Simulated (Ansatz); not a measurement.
# CH2BNO: the cost of one run

Method: RKS r2SCAN/def2-SVP, in Ansatz 0.2.0.

## (1) The starting structure

Bond lengths: N1–C2 1.260 Å, C2–B3 1.557 Å, B3–O4 1.189 Å, N1–H5 1.020 Å, C2–H6 1.091 Å. Angles: N1–C2–B3 127.7°, N1–C2–H6 114.7°, B3–C2–H6 117.6°, C2–N1–H5 115.5°, C2–B3–O4 178.0°.

As a file:

```xyz
6

N    -0.1825    1.3285   -0.3773
C    -0.1807    0.3416    0.4059
B     0.2182   -1.1285    0.0828
O     0.5304   -2.2394   -0.2024
H     0.1142    1.1310   -1.3333
H    -0.4996    0.5667    1.4243
```

## (2) Relaxing end A

input.yaml reads:

```yaml
crystal:
  periodic: [false, false, false]
  atoms:
    - { symbol: "N", position_ang: [-0.18252, 1.3285, -0.37729] }
    - { symbol: C, position_ang: [-0.18072, 0.34162, 0.40592] }
    - { symbol: B, position_ang: [0.21824, -1.12849, 0.08277] }
    - { symbol: O, position_ang: [0.53039, -2.23939, -0.20241] }
    - { symbol: H, position_ang: [0.11418, 1.13102, -1.33329] }
    - { symbol: H, position_ang: [-0.49957, 0.56674, 1.4243] }
basis:
  gaussian: { orbitals: def2-SVP }
hamiltonian:
  xc: r2scan
relax:
  f_tol: 0.015
  max_steps: 40
```

Launch:

```
ansatz run input.yaml --threads 1 --pin off --max-ram 2048MiB --backend cpu --events-out ev --progress --plain --runs-dir out
```

Q: Estimate wall time and peak memory on 1 thread of Arm Neoverse V2, shared host.

About 21 s, with a peak of 0.15 GiB.
